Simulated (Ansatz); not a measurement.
Geometry optimisation, DFT PBE, scalar-relativistic, plane waves, PAW in Ansatz.

The input (input.yaml):

```yaml
accuracy: low
crystal:
  lattice:
    - [6.62, 0.0, 0.0]
    - [-4.965, 8.599632, 0.0]
    - [0.0, 0.0, 5.27614]
  atoms:
    - { symbol: Sc, position: [0.0, 0.0, 0.0] }
    - { symbol: Sc, position: [0.1666667, 0.2222222, 0.5] }
    - { symbol: Sc, position: [0.0, 0.3333333, 0.0] }
    - { symbol: Sc, position: [0.1666667, 0.5555556, 0.5] }
    - { symbol: Sc, position: [0.0, 0.6666667, 0.0] }
    - { symbol: Sc, position: [0.1666667, 0.8888889, 0.5] }
    - { symbol: Sc, position: [0.5, 0.0, 0.0] }
    - { symbol: Sc, position: [0.6666667, 0.2222222, 0.5] }
    - { symbol: Sc, position: [0.5, 0.3333333, 0.0] }
    - { symbol: Sc, position: [0.6666667, 0.5555556, 0.5] }
    - { symbol: Sc, position: [0.5, 0.6666667, 0.0] }
    - { symbol: Sc, position: [0.6666667, 0.8888889, 0.5] }
    - { symbol: H, position: [0.491206, 0.0006534, 0.3672816] }
basis:
  ecutwfc: 420.0
kpoints:
  mp_grid: { grid: [3, 2, 3] }
hamiltonian:
  xc: pbe
scf:
  occupations: { method: fermi_dirac, width: 0.05 }
  lower_state_search: "off"
relax:
  f_tol: 0.08
  max_steps: 25
  adjacent_minimum: "off"
```

Run as:

```bash
$ ansatz run input.yaml --threads 2 --pin off --max-ram 5120MiB --backend cpu --events-out ev --progress --plain --runs-dir out
```

Task: Where does it end, and by what steps?

Result: The run converged. The force dipped under the threshold on the way, but the program's further checks kept it going. Limits of this set-up: coarse k mesh, odd electron count without spin, a small cell, in which the defect meets its images, a typed lattice constant that wasn't relaxed here, low accuracy level. After 3 steps the energy has fallen by 0.064 eV; H13 moved furthest, 0.18 Å.

| step | energy less start (eV) | largest force component (eV/Å) | accepted |
| --- | --- | --- | --- |
| 0 | 0.0000 | 0.554 | yes |
| 1 | -0.0265 | 0.689 | yes |
| 2 | -0.0635 | 0.050 | yes |
| 3 | -0.0635 | 0.050 | yes |

```xyz
13
Lattice="6.6200 0.0000 0.0000 -4.9650 8.5996 0.0000 0.0000 0.0000 5.2761" Properties=species:S:1:pos:R:3
Sc -0.003 -0.005 -0.025
Sc -0.006 1.915 2.629
Sc -1.658 2.868 -0.016
Sc -1.653 4.779 2.623
Sc -3.316 5.731 -0.024
Sc -3.333 7.628 2.613
Sc 3.309 0.000 0.052
Sc 3.311 1.938 2.612
Sc 1.655 2.863 -0.018
Sc 1.644 4.764 2.619
Sc 0.001 5.739 -0.023
Sc 0.001 7.641 2.609
H 3.297 0.008 2.116
```

Whether the end is a true minimum wasn't checked by a vibrational analysis.

The run took 25 s on 2 threads of Intel(R) Xeon(R) Platinum 8488C (Sapphire Rapids), on a shared host, peak memory 0.72 GiB.
